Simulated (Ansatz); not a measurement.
# Molecular dynamics of Si

Input:

```yaml
crystal:
  lattice:
    - [0.0, 5.605281, 5.605281]
    - [5.605281, 0.0, 5.605281]
    - [5.605281, 5.605281, 0.0]
  atoms:
    - { symbol: Si, position: [0.0, 0.0, 0.0] }
    - { symbol: Si, position: [0.125, 0.125, 0.125] }
    - { symbol: Si, position: [0.0, 0.0, 0.5] }
    - { symbol: Si, position: [0.125, 0.125, 0.625] }
    - { symbol: Si, position: [0.0, 0.5, 0.0] }
    - { symbol: Si, position: [0.125, 0.625, 0.125] }
    - { symbol: Si, position: [0.0, 0.5, 0.5] }
    - { symbol: Si, position: [0.125, 0.625, 0.625] }
    - { symbol: Si, position: [0.5, 0.0, 0.0] }
    - { symbol: Si, position: [0.625, 0.125, 0.125] }
    - { symbol: Si, position: [0.5, 0.0, 0.5] }
    - { symbol: Si, position: [0.625, 0.125, 0.625] }
    - { symbol: Si, position: [0.5, 0.5, 0.0] }
    - { symbol: Si, position: [0.625, 0.625, 0.125] }
    - { symbol: Si, position: [0.5, 0.5, 0.5] }
    - { symbol: Si, position: [0.625, 0.625, 0.625] }
basis:
  ecutwfc: 420.0
kpoints:
  mp_grid: { grid: [2, 2, 2] }
hamiltonian:
  xc: pbe
scf:
  occupations: { method: fermi_dirac, width: 0.36 }
  lower_state_search: "off"
md:
  timestep: 1.5
  n_steps: 100
  ensemble: nvt_langevin
  temperature: 4200.0
  initial_velocities: maxwell_boltzmann
  seed: 518131
  friction: 0.02
```

Command:

```bash
$ ansatz run input.yaml --threads 1 --pin off --max-ram 3072MiB --backend cpu --events-out ev --progress --plain --runs-dir out
```

It starts from a structure without forces on its atoms.

Output, in part (one step line in 2):

```
md step     0: t =     0.00 fs  T =  3937.5 K  F+E_penalty+E_count = -10171.56912418 eV  E_kin = 8.143380 eV  (7 SCF iters)
md step     2: t =     3.00 fs  T =  3270.2 K  F+E_penalty+E_count = -10171.34895658 eV  E_kin = 6.763230 eV  (7 SCF iters)
md step     4: t =     6.00 fs  T =  3800.2 K  F+E_penalty+E_count = -10170.77500406 eV  E_kin = 7.859321 eV  (7 SCF iters)
md step     6: t =     9.00 fs  T =  3435.0 K  F+E_penalty+E_count = -10169.93403076 eV  E_kin = 7.104033 eV  (6 SCF iters)
md step     8: t =    12.00 fs  T =  2874.6 K  F+E_penalty+E_count = -10168.91935984 eV  E_kin = 5.945088 eV  (5 SCF iters)
md step    10: t =    15.00 fs  T =  2749.9 K  F+E_penalty+E_count = -10167.93877863 eV  E_kin = 5.687172 eV  (7 SCF iters)
md step    12: t =    18.00 fs  T =  2898.9 K  F+E_penalty+E_count = -10167.06721278 eV  E_kin = 5.995321 eV  (6 SCF iters)
md step    14: t =    21.00 fs  T =  2653.1 K  F+E_penalty+E_count = -10166.48190561 eV  E_kin = 5.487075 eV  (5 SCF iters)
md step    16: t =    24.00 fs  T =  2520.5 K  F+E_penalty+E_count = -10166.09673299 eV  E_kin = 5.212840 eV  (6 SCF iters)
md step    18: t =    27.00 fs  T =  2157.7 K  F+E_penalty+E_count = -10165.73670891 eV  E_kin = 4.462536 eV  (6 SCF iters)
md step    20: t =    30.00 fs  T =  2234.3 K  F+E_penalty+E_count = -10165.51783406 eV  E_kin = 4.620871 eV  (7 SCF iters)
md step    22: t =    33.00 fs  T =  2221.0 K  F+E_penalty+E_count = -10165.62121012 eV  E_kin = 4.593424 eV  (6 SCF iters)
md step    24: t =    36.00 fs  T =  2337.0 K  F+E_penalty+E_count = -10165.66897649 eV  E_kin = 4.833214 eV  (5 SCF iters)
md step    26: t =    39.00 fs  T =  2597.8 K  F+E_penalty+E_count = -10165.71722388 eV  E_kin = 5.372583 eV  (5 SCF iters)
md step    28: t =    42.00 fs  T =  3497.1 K  F+E_penalty+E_count = -10165.60815474 eV  E_kin = 7.232654 eV  (5 SCF iters)
md step    30: t =    45.00 fs  T =  3516.8 K  F+E_penalty+E_count = -10165.29970823 eV  E_kin = 7.273307 eV  (7 SCF iters)
md step    32: t =    48.00 fs  T =  3136.2 K  F+E_penalty+E_count = -10164.80248958 eV  E_kin = 6.486174 eV  (6 SCF iters)
md step    34: t =    51.00 fs  T =  2956.2 K  F+E_penalty+E_count = -10164.34051056 eV  E_kin = 6.113961 eV  (6 SCF iters)
md step    36: t =    54.00 fs  T =  3153.6 K  F+E_penalty+E_count = -10164.25403033 eV  E_kin = 6.522068 eV  (5 SCF iters)
md step    38: t =    57.00 fs  T =  3856.1 K  F+E_penalty+E_count = -10164.35529290 eV  E_kin = 7.975130 eV  (5 SCF iters)
md step    40: t =    60.00 fs  T =  4304.1 K  F+E_penalty+E_count = -10164.48442259 eV  E_kin = 8.901470 eV  (7 SCF iters)
md step    42: t =    63.00 fs  T =  4272.4 K  F+E_penalty+E_count = -10164.62173860 eV  E_kin = 8.836107 eV  (6 SCF iters)
md step    44: t =    66.00 fs  T =  4135.5 K  F+E_penalty+E_count = -10164.40674512 eV  E_kin = 8.552958 eV  (6 SCF iters)
md step    46: t =    69.00 fs  T =  4066.7 K  F+E_penalty+E_count = -10163.81401151 eV  E_kin = 8.410624 eV  (6 SCF iters)
md step    48: t =    72.00 fs  T =  3797.4 K  F+E_penalty+E_count = -10163.02634877 eV  E_kin = 7.853720 eV  (6 SCF iters)
md step    50: t =    75.00 fs  T =  3388.1 K  F+E_penalty+E_count = -10162.53222320 eV  E_kin = 7.007075 eV  (7 SCF iters)
md step    52: t =    78.00 fs  T =  3212.0 K  F+E_penalty+E_count = -10162.23916828 eV  E_kin = 6.642955 eV  (6 SCF iters)
md step    54: t =    81.00 fs  T =  3791.7 K  F+E_penalty+E_count = -10162.05080298 eV  E_kin = 7.841898 eV  (6 SCF iters)
md step    56: t =    84.00 fs  T =  3348.2 K  F+E_penalty+E_count = -10161.92312419 eV  E_kin = 6.924525 eV  (6 SCF iters)
md step    58: t =    87.00 fs  T =  3055.2 K  F+E_penalty+E_count = -10161.68880304 eV  E_kin = 6.318668 eV  (5 SCF iters)
md step    60: t =    90.00 fs  T =  2831.3 K  F+E_penalty+E_count = -10161.54759660 eV  E_kin = 5.855663 eV  (7 SCF iters)
md step    62: t =    93.00 fs  T =  2487.7 K  F+E_penalty+E_count = -10161.58419175 eV  E_kin = 5.144912 eV  (6 SCF iters)
md step    64: t =    96.00 fs  T =  3140.5 K  F+E_penalty+E_count = -10161.72992411 eV  E_kin = 6.495142 eV  (6 SCF iters)
md step    66: t =    99.00 fs  T =  3526.8 K  F+E_penalty+E_count = -10162.23559789 eV  E_kin = 7.294028 eV  (6 SCF iters)
md step    68: t =   102.00 fs  T =  3989.4 K  F+E_penalty+E_count = -10162.61429607 eV  E_kin = 8.250634 eV  (5 SCF iters)
md step    70: t =   105.00 fs  T =  4174.0 K  F+E_penalty+E_count = -10162.76649140 eV  E_kin = 8.632582 eV  (7 SCF iters)
md step    72: t =   108.00 fs  T =  4206.1 K  F+E_penalty+E_count = -10162.76557563 eV  E_kin = 8.698823 eV  (6 SCF iters)
md step    74: t =   111.00 fs  T =  4150.7 K  F+E_penalty+E_count = -10162.64953797 eV  E_kin = 8.584233 eV  (6 SCF iters)
md step    76: t =   114.00 fs  T =  4593.5 K  F+E_penalty+E_count = -10162.57305647 eV  E_kin = 9.499993 eV  (6 SCF iters)
md step    78: t =   117.00 fs  T =  4022.2 K  F+E_penalty+E_count = -10162.45417789 eV  E_kin = 8.318624 eV  (6 SCF iters)
md step    80: t =   120.00 fs  T =  4150.9 K  F+E_penalty+E_count = -10162.22019590 eV  E_kin = 8.584638 eV  (7 SCF iters)
md step    82: t =   123.00 fs  T =  4166.9 K  F+E_penalty+E_count = -10161.64815669 eV  E_kin = 8.617918 eV  (6 SCF iters)
md step    84: t =   126.00 fs  T =  4118.4 K  F+E_penalty+E_count = -10161.05816806 eV  E_kin = 8.517578 eV  (6 SCF iters)
md step    86: t =   129.00 fs  T =  3724.1 K  F+E_penalty+E_count = -10160.61653334 eV  E_kin = 7.701938 eV  (6 SCF iters)
md step    88: t =   132.00 fs  T =  4198.2 K  F+E_penalty+E_count = -10160.52784724 eV  E_kin = 8.682463 eV  (6 SCF iters)
md step    90: t =   135.00 fs  T =  5499.4 K  F+E_penalty+E_count = -10160.71458354 eV  E_kin = 11.373652 eV  (7 SCF iters)
md step    92: t =   138.00 fs  T =  5698.5 K  F+E_penalty+E_count = -10161.20790478 eV  E_kin = 11.785488 eV  (6 SCF iters)
md step    94: t =   141.00 fs  T =  5162.2 K  F+E_penalty+E_count = -10161.70107667 eV  E_kin = 10.676205 eV  (6 SCF iters)
md step    96: t =   144.00 fs  T =  5065.7 K  F+E_penalty+E_count = -10162.03276615 eV  E_kin = 10.476710 eV  (6 SCF iters)
md step    98: t =   147.00 fs  T =  4702.8 K  F+E_penalty+E_count = -10162.11033477 eV  E_kin = 9.726158 eV  (5 SCF iters)
md step   100: t =   150.00 fs  T =  4102.7 K  F+E_penalty+E_count = -10162.01457696 eV  E_kin = 8.484997 eV  (7 SCF iters)
```

All steps were run. A run of 0.15 ps of so small a system gives no equilibrium averages. Limits of this set-up: coarse k mesh.

Mean squared displacements from the first frame to the last, about the centre of mass: Si 1.04 Å².

Last frame:

```xyz
16
Lattice="0.0000 5.6053 5.6053 5.6053 0.0000 5.6053 5.6053 5.6053 0.0000" Properties=species:S:1:pos:R:3
Si 0.225 0.144 0.314
Si 2.304 1.131 1.978
Si 4.235 3.293 -1.413
Si 4.129 3.541 1.038
Si 3.463 0.250 3.865
Si 5.166 1.617 4.427
Si 6.120 3.327 2.367
Si 7.716 3.905 4.295
Si -0.098 1.616 2.768
Si 0.656 3.691 4.960
Si 2.804 4.328 3.053
Si 3.998 6.035 4.100
Si 2.585 3.686 6.521
Si 4.840 3.207 6.500
Si 5.870 5.413 5.509
Si 7.423 6.271 7.304
```

Time of the run: 11 min on 1 CPU thread of a shared host.
